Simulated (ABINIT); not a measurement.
# NiMoIrPdW (P3m1) in ABINIT: single point with PBE

Aim: the single point of NiMoIrPdW with PBE.

Everything below comes from runs of ABINIT 10.8.3 (patched build). Logs are shortened: lines on timing, memory, paths and dates and some standing lists are left out, and cuts for length are marked. The log counts tension as positive stress, the text compression.

## 1. The crystal as given

The structure is trigonal, space group P3m1 (No. 156). The conventional cell has a = 2.761 Å, b = 2.761 Å, c = 11.341 Å, α = 90.00°, β = 90.00°, γ = 120.00°. Ni (site symmetry 3m) is surrounded by 3 W at 2.59 Å and 3 Pd at 2.68 Å and 6 Ni at 2.76 Å. Mo (site symmetry 3m) is surrounded by 3 Ir at 2.66 Å and 1 W at 2.66 Å and 6 Mo at 2.76 Å. Pd (site symmetry 3m) is surrounded by 3 Ni at 2.68 Å and 6 Pd at 2.76 Å and 3 Ir at 2.84 Å. Around Ir (site symmetry 3m) lie 3 Mo at 2.66 Å and 6 Ir at 2.76 Å and 3 Pd at 2.84 Å. W (site symmetry 3m) has 3 Ni at 2.59 Å and 1 Mo at 2.66 Å and 6 W at 2.76 Å as nearest neighbours.

The cell was built by a generator and needn't be a form met in nature.

## 2. Single point, PBE, collinear spin, ferromagnetic start

The input, run.abi:

```
# Pseudopotentials
pp_dirpath "./"
pseudos "Ni.GGA_PBE-JTH.xml, Mo.GGA_PBE-JTH.xml, Pd.GGA_PBE-JTH.xml, Ir.GGA_PBE-JTH.xml, W.GGA_PBE-JTH.xml"

# Structure
acell 2.76078 2.7607751379 11.34051 Angstrom
rprim
     1.0000000000     0.0000000000     0.0000000000
    -0.5000008806     0.8660248954     0.0000000000
     0.0000000000     0.0000000000     1.0000000000
ntypat 5
znucl 28 42 46 77 74
natom 5
typat 1 2 3 4 5
xred
     0.0000000000     0.0000000000     0.7091700000
     0.6666700000     0.3333300000     0.2942500000
     0.6666700000     0.3333300000     0.8990100000
     0.0000000000     0.0000000000     0.1060400000
     0.6666700000     0.3333300000     0.5292100000

# Plane-wave basis
ecut 41.0
pawecutdg 63.0
pawxcdev 0

# k points
kptopt 1
ngkpt 11 11 3
nshiftk 1
shiftk 0.0 0.0 0.0

# Exchange and correlation
ixc 11

# Bands and occupations
nband 49
occopt 3
tsmear 0.05 eV

# Spin
nsppol 2
spinat
     0.0000000000     0.0000000000     2.5000000000
     0.0000000000     0.0000000000     2.5000000000
     0.0000000000     0.0000000000     0.0000000000
     0.0000000000     0.0000000000     1.5000000000
     0.0000000000     0.0000000000     0.0000000000

# SCF cycle
nstep 100
tolvrs 1.0e-9

# Output
iomode 3
prtwf 0
prtden 0
prteig 0
prtebands 0
enunit 1
```

Potentials or basis: JTH PAW PBE v2.0.

On the command line:

```console
mpirun --bind-to none -np 4 abinit run.abi > log 2>&1
```

run.abo:

```text
.Version 10.8.3 of ABINIT
 Symmetries : space group P3 m 1 (#156); Bravais hP (primitive hexag.)
================================================================================
 Values of the parameters that define the memory need of the present run
     intxc =       0    ionmov =       0      iscf =      17    lmnmax =      18
     lnmax =       6     mgfft =     125  mpssoang =       3    mqgrid =    7658
     natom =       5  nloc_mem =       2    nspden =       2   nspinor =       1
    nsppol =       2      nsym =       6    n1xccc =       1    ntypat =       5
    occopt =       3   xclevel =       2
       mpw =        6375          nfft =      128000          nkpt =          42
Pmy_natom=         2
 PAW method is used; the additional fine FFT grid is defined by:
   mgfftf=       160    nfftf =    256000
================================================================================
================================================================================

--------------------------------------------------------------------------------
------------- Echo of variables that govern the present computation ------------
--------------------------------------------------------------------------------
 -outvars: echo values of preprocessed input variables --------
            acell      5.2171134999E+00  5.2171134999E+00  2.1430458028E+01 Bohr
              amu      5.86900000E+01  9.59400000E+01  1.06420000E+02
                       1.92220000E+02  1.83850000E+02
             ecut      4.10000000E+01 Hartree
           enunit           1
              ixc          11
         kptrlatt       11    0    0      0   11    0      0    0    3
          kptrlen      5.73882485E+01
            natom           5
            nband          49
            ngfft          32      32     125
          ngfftdg          40      40     160
             nkpt          42
           nspden           2
           nsppol           2
            nstep         100
             nsym           6
           ntypat           5
           occopt           3
        pawecutdg      6.30000000E+01 Hartree
         pawxcdev           0
           prtden           0
        prtebands           0
           prteig           0
            prtwf           0
            rprim      1.0000000000E+00 -1.0167586126E-06  0.0000000000E+00
                      -4.9999911946E-01  8.6602591216E-01  0.0000000000E+00
                       0.0000000000E+00  0.0000000000E+00  1.0000000000E+00
          spgroup         156
           spinat      0.0000000000E+00  0.0000000000E+00  2.5000000000E+00
                       0.0000000000E+00  0.0000000000E+00  2.5000000000E+00
                       0.0000000000E+00  0.0000000000E+00  0.0000000000E+00
                       0.0000000000E+00  0.0000000000E+00  1.5000000000E+00
                       0.0000000000E+00  0.0000000000E+00  0.0000000000E+00
           tolvrs      1.00000000E-09
           tsmear      1.83746611E-03 Hartree
            typat      1  2  3  4  5
           useylm           1
           xangst      0.0000000000E+00  0.0000000000E+00  8.0423494767E+00
                       1.3803895948E+00  7.9696643278E-01  3.3369450675E+00
                       1.3803895948E+00  7.9696643278E-01  1.0195231895E+01
                       0.0000000000E+00  0.0000000000E+00  1.2025476804E+00
                       1.3803895948E+00  7.9696643278E-01  6.0015112971E+00
            xcart      0.0000000000E+00  0.0000000000E+00  1.5197837920E+01
                       2.6085582812E+00  1.5060482895E+00  6.3059122748E+00
                       2.6085582812E+00  1.5060482895E+00  1.9266196072E+01
                       0.0000000000E+00  0.0000000000E+00  2.2724857693E+00
                       2.6085582812E+00  1.5060482895E+00  1.1341212693E+01
             xred      0.0000000000E+00  0.0000000000E+00  7.0917000000E-01
                       6.6666666667E-01  3.3333333333E-01  2.9425000000E-01
                       6.6666666667E-01  3.3333333333E-01  8.9901000000E-01
                       0.0000000000E+00  0.0000000000E+00  1.0604000000E-01
                       6.6666666667E-01  3.3333333333E-01  5.2921000000E-01
            znucl       28.00000   42.00000   46.00000   77.00000   74.00000

================================================================================

 chkinp: Checking input parameters for consistency.

================================================================================
== DATASET  1 ==================================================================

--- !DatasetInfo
iteration_state: {dtset: 1, }
dimensions: {natom: 5, nkpt: 42, mband: 49, nsppol: 2, nspinor: 1, nspden: 2, mpw: 6375, }
cutoff_energies: {ecut:  41.0, pawecutdg:  63.0, }
electrons: {nelect:   7.90000000E+01, charge:   0.00000000E+00, occopt:   3.00000000E+00, tsmear:   1.83746611E-03, }
meta: {optdriver: 0, ionmov: 0, optcell: 0, iscf: 17, paral_kgb: 0, }
...

[... 162 lines left out ...]
 rms dE/dt=  4.1766E-02; max dE/dt=  1.0129E-01; dE/dt below (all hartree)
    1       0.000000000000      0.000000000000     -0.011029613578
    2       0.000000000000      0.000000000000     -0.117051323910
    3      -0.000000000000      0.000000000000     -0.016389025924
    4       0.000000000000      0.000000000000      0.101292064323
    5       0.000000000000      0.000000000000      0.042591854915

 cartesian coordinates (angstrom) at end:
    1      0.00000000000000     0.00000000000000     8.04234947670000
    2      1.38038959479446     0.79696643277823     3.33694506750000
    3      1.38038959479446     0.79696643277823    10.19523189510000
    4      0.00000000000000     0.00000000000000     1.20254768040000
    5      1.38038959479446     0.79696643277823     6.00151129710000

 cartesian forces (hartree/bohr) at end:
    1      0.00000000000000     0.00000000000000     0.00050920072398
    2      0.00000000000000     0.00000000000000     0.00545644497760
    3      0.00000000000000     0.00000000000000     0.00075928461574
    4     -0.00000000000000    -0.00000000000000    -0.00473201613446
    5     -0.00000000000000    -0.00000000000000    -0.00199291418286
 frms,max,avg= 1.9488847E-03 5.4564450E-03   0.000E+00  0.000E+00  5.469E-06 h/b

 cartesian forces (eV/Angstrom) at end:
    1      0.00000000000000     0.00000000000000     0.02618415400501
    2      0.00000000000000     0.00000000000000     0.28058168200919
    3      0.00000000000000     0.00000000000000     0.03904398477102
    4     -0.00000000000000    -0.00000000000000    -0.24333005313037
    5     -0.00000000000000    -0.00000000000000    -0.10247976765485
 frms,max,avg= 1.0021568E-01 2.8058168E-01   0.000E+00  0.000E+00  2.812E-04 e/A
 length scales=  5.217113499851  5.217113499851 21.430458028118 bohr
              =  2.760777568943  2.760777568943 11.340510000000 angstroms
 Fermi (or HOMO) energy (eV) =  11.53968   Average Vxc (eV)= -12.68975
 Eigenvalues (   eV  ) for nkpt=  42  k points, SPIN UP:
 kpt#   1, nband= 49, wtk=  0.00275, kpt=  0.0000  0.0000  0.0000 (reduced coord)
 -91.47165  -72.69894  -62.40285  -52.08471  -51.73098  -51.73098  -49.51805  -38.46222
 -38.25435  -38.25435  -37.81145  -37.65028  -37.65028  -26.72480  -26.00670  -26.00670
 -23.60378  -22.92629  -22.92629    2.63000    3.53135    5.22047    5.70342    6.61911
   8.18352    8.29694    8.29694    8.72814    8.78968    8.78968    9.70087    9.70087
   9.72797    9.95767    9.95767   10.11443   10.11443   10.58821   10.65587   10.65587
  11.44869   11.44869   11.64123   11.79384   11.79384   13.60588   13.60588   15.18495
  15.18495
 prteigrs : prtvol=0 or 1, do not print more k-points.

 Eigenvalues (   eV  ) for nkpt=  42  k points, SPIN DOWN:
 kpt#   1, nband= 49, wtk=  0.00275, kpt=  0.0000  0.0000  0.0000 (reduced coord)
 -91.47167  -72.69894  -62.40285  -52.08473  -51.73100  -51.73100  -49.51805  -38.46222
 -38.25435  -38.25435  -37.81145  -37.65028  -37.65028  -26.72480  -26.00670  -26.00670
 -23.60377  -22.92629  -22.92629    2.63000    3.53135    5.22046    5.70343    6.61910
   8.18352    8.29695    8.29695    8.72815    8.78968    8.78968    9.70086    9.70086
   9.72795    9.95767    9.95767   10.11443   10.11443   10.58821   10.65587   10.65587
  11.44869   11.44869   11.64123   11.79385   11.79385   13.60589   13.60589   15.18495
  15.18495
 prteigrs : prtvol=0 or 1, do not print more k-points.

--- !EnergyTerms
iteration_state     : {dtset: 1, }
comment             : Components of total free energy in Hartree
kinetic             :  6.82900624387356E+01
hartree             :  1.15457803923399E+02
xc                  : -2.60259092947574E+01
Ewald energy        : -3.67604997789411E+02
psp_core            :  2.77379024920078E+01
local_psp           : -3.36182427954967E+02
PAW spherical_terms :  3.75634840299812E+00
internal            : -5.14571217781995E+02
'-kT*entropy'       : -1.71738328458677E-03
total_energy        : -5.14572935165279E+02
total_energy_eV     : -1.40022428905106E+04
...

--- !EnergyTermsDC
iteration_state     : {dtset: 1, }
comment             : '"Double-counting" decomposition of free energy'
band_energy         : -4.64620840573436E+01
Ewald energy        : -3.67604997789411E+02
psp_core            :  2.77379024920078E+01
xc_dc               : -1.14251632539368E+02
PAW spherical_terms : -1.39904064873571E+01
internal            : -5.14571218381472E+02
'-kT*entropy'       : -1.71738328458677E-03
total_energy_dc     : -5.14572935764756E+02
total_energy_dc_eV  : -1.40022429068232E+04
...

--- !EnergyTermsWithPAWCore
iteration_state     : {dtset: 1, }
comment             : 'Components of total free energy, including PAW core contributions'
Total energy        : -4.45866241211205E+04
Total energy DC     : -4.45866241217200E+04
Total energy (eV)   : -1.21326385036418E+06
Total energy DC (eV): -1.21326385038050E+06
...

 Cartesian components of stress tensor (hartree/bohr^3)
  sigma(1 1)=  2.22958246E-06  sigma(3 2)=  0.00000000E+00
  sigma(2 2)=  2.22958246E-06  sigma(3 1)=  0.00000000E+00
  sigma(3 3)= -1.28442811E-06  sigma(2 1)=  0.00000000E+00

-Cartesian components of stress tensor (GPa)         [Pressure= -3.1135E-02 GPa]
- sigma(1 1)=  6.55965808E-02  sigma(3 2)=  0.00000000E+00
- sigma(2 2)=  6.55965808E-02  sigma(3 1)=  0.00000000E+00
- sigma(3 3)= -3.77891795E-02  sigma(2 1)=  0.00000000E+00

== END DATASET(S) ==============================================================
================================================================================

 -outvars: echo values of variables after computation  --------
            acell      5.2171134999E+00  5.2171134999E+00  2.1430458028E+01 Bohr
           etotal     -5.1457293576E+02
            fcart      3.6289555211E-31  2.0951735273E-31  5.0920072398E-04
                       3.6289555211E-31  2.0951735273E-31  5.4564449776E-03
                       5.6450419216E-31  3.2591588202E-31  7.5928461574E-04
                      -4.0321728012E-32 -2.3279705859E-32 -4.7320161345E-03
                      -1.2499735684E-30 -7.2167088161E-31 -1.9929141829E-03
            rprim      1.0000000000E+00 -1.0167586126E-06  0.0000000000E+00
                      -4.9999911946E-01  8.6602591216E-01  0.0000000000E+00
                       0.0000000000E+00  0.0000000000E+00  1.0000000000E+00
           strten      2.2295824643E-06  2.2295824643E-06 -1.2844281057E-06
                       0.0000000000E+00  0.0000000000E+00  0.0000000000E+00
           xangst      0.0000000000E+00  0.0000000000E+00  8.0423494767E+00
                       1.3803895948E+00  7.9696643278E-01  3.3369450675E+00
                       1.3803895948E+00  7.9696643278E-01  1.0195231895E+01
                       0.0000000000E+00  0.0000000000E+00  1.2025476804E+00
                       1.3803895948E+00  7.9696643278E-01  6.0015112971E+00
             xred      0.0000000000E+00  0.0000000000E+00  7.0917000000E-01
                       6.6666666667E-01  3.3333333333E-01  2.9425000000E-01
                       6.6666666667E-01  3.3333333333E-01  8.9901000000E-01
                       0.0000000000E+00  0.0000000000E+00  1.0604000000E-01
                       6.6666666667E-01  3.3333333333E-01  5.2921000000E-01
 Calculation completed.
```

It took 54 min on 4 MPI ranks of Arm Neoverse N1, shared host; peak memory 1.5 GiB.

What came out:

```yaml
Free_energy: -14002.2429 eV
Pressure: 0.0 GPa
Largest_force: 0.281 eV/Å
Band_gap_on_the_k_mesh: none (metal or under the smearing width)
Net_moment: 0.00 μB per cell
Valence_electrons_inside_the_program's_atomic_spheres: Ni 15.83; Mo 11.34; Pd 16.94; Ir 13.54; W 11.75
```

Forces in eV/Å, atoms in the order of the input:
```
Ni   0.000  0.000  0.026
Mo   0.000  0.000  0.281
Pd   0.000  0.000  0.039
Ir   0.000  0.000 -0.243
W    0.000  0.000 -0.102
```

Stress tensor (GPa, compression positive):
```
-0.07  0.00  0.00
 0.00 -0.07  0.00
 0.00  0.00  0.04
```

Caveat: the starting moments collapsed, and a magnetic state may lie lower; small starting moments can end in a higher magnetic state in this program.

## 3. For comparison

An earlier run on the cell as given: functional PBE; potentials or basis JTH PAW PBE v2.0; cutoff 1116 eV; k mesh 11 × 11 × 3; occupations fermi-dirac, width 0.05 eV; collinear spin, ferromagnetic start; starting moments [1.0, 1.0, 0.0, 0.6, 0.0] μB.

* Pressure: 0.0 GPa
* Largest force: 0.281 eV/Å
* Band gap on the k mesh: none (metal or under the smearing width)
* Net moment: 0.00 μB per cell
* Valence electrons inside the program's atomic spheres: Ni 15.83; Mo 11.34; Pd 16.94; Ir 13.54; W 11.75
